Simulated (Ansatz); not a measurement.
# CaMg: how the settings move a single-point run

How sensitive is a single-point run of CaMg to its settings? A reference run comes first, then one run with altered input.

Program: Ansatz 0.2.0. Level of theory: reference: DFT, PBEsol, all-electron LAPW, scalar-relativistic; levels and slopes on a fine mesh, independent-particle optical spectra. These are calculated values, not measurements.

### Step 1. The starting structure

The structure is hexagonal, space group P-6m2 (No. 187). The conventional cell has a = 3.646 Å, b = 3.646 Å, c = 5.528 Å, α = 90.00°, β = 90.00°, γ = 120.00°. Ca (site symmetry -6m2) is surrounded by 6 Mg at 3.47 Å and 6 Ca at 3.65 Å. Around Mg (site symmetry -6m2) lie 6 Ca at 3.47 Å and 6 Mg at 3.65 Å.

Coordinates:

```
Ca Mg
1.0
     3.64556    0.00000    0.00000
    -1.82278    3.15715    0.00000
     0.00000    0.00000    5.52800
Ca Mg
1 1
Direct
  0.00000 0.00000 0.50000
  0.66667 0.33333 0.00000
```

### Step 2. Baseline

input.yaml

```yaml
crystal:
  lattice:
    - [3.64556460214, 0.0, 0.0]
    - [-1.82278230107, 3.15715155659, 0.0]
    - [0.0, 0.0, 5.52799984536]
  atoms:
    - { symbol: Ca, position: [0.0, 0.0, 0.5] }
    - { symbol: Mg, position: [0.666666666667, 0.333333333333, 0.0] }
kpoints:
  mp_grid: { grid: [12, 12, 6] }
scf:
  occupations: { method: fermi_dirac, width: 0.08 }
hamiltonian:
  xc: pbesol
  pseudopotentials: { kind: all_electron, lapw: { basis_error: 0.001 } }
output:
  forces: true
  stress: true
  eigenvalues: true
  eigenstates:
    nscf_kmesh: { grid: [16, 16, 12] }
    de_dk: true
    e_range: [-14, 14]
  optics:
    e_range: [0, 30]
    de: 0.2
    sigma: 0.25
    bands: { spectra_wanted_up_to: 30 }
    nscf_kmesh: { grid: [16, 16, 12] }
    drude_damping: 0.1
checkpoint:
  write: ck
  write_wavefunctions: false
```

The run is started by

```bash
$ ansatz run input.yaml --threads 2 --pin off --max-ram 6144MiB --backend cpu --events-out ev --progress --plain --runs-dir out
```

### Step 3. Variant: dispersion d3bj

Changes to input.yaml since step 2:

```diff
@@ -15,2 +15,3 @@
   pseudopotentials: { kind: all_electron, lapw: { basis_error: 0.001 } }
+  dispersion: d3bj
 output:
```

Before running it: what results should come out? Wanted: for each run, ending; energy change; pressure; gap; force.

The runs gave:

| run | ending | energy change | pressure (GPa) | gap (eV) | force (eV/Å) | cycles | time |
| --- | --- | --- | --- | --- | --- | --- | --- |
| reference | converged | 0 | 0.0 | 0.00 | 0.00 | - | 63 s |
| 1: dispersion d3bj | converged | -250.2 meV/atom (offset of the dispersion model) | -1.3 | 0.00 | 0.00 | 9 | 62 s |

Residual by cycle in the longest SCF loop of each run; runs are numbered as in the table. The quantity is the density residual dr2, in eV.

| cycle | reference | run 1 |
| --- | --- | --- |
| 1 | 0.422 | 0.422 |
| 2 | 0.0832 | 0.0832 |
| 3 | 0.0101 | 0.0101 |
| 4 | 8.3e-4 | 8.3e-4 |
| 5 | 1.2e-5 | 1.2e-5 |
| 6 | 2.0e-7 | 2.0e-7 |
| 7 | 1.2e-9 | 1.2e-9 |
| 8 | 1.6e-11 | 1.6e-11 |
| 9 | 2.2e-12 | 2.2e-12 |

What this shows: Changing the dispersion term moves the energy by -250.2 meV/atom, and the pressure goes from 0.0 to -1.3 GPa. The dispersion term adds attraction between atoms and pulls the pressure down.
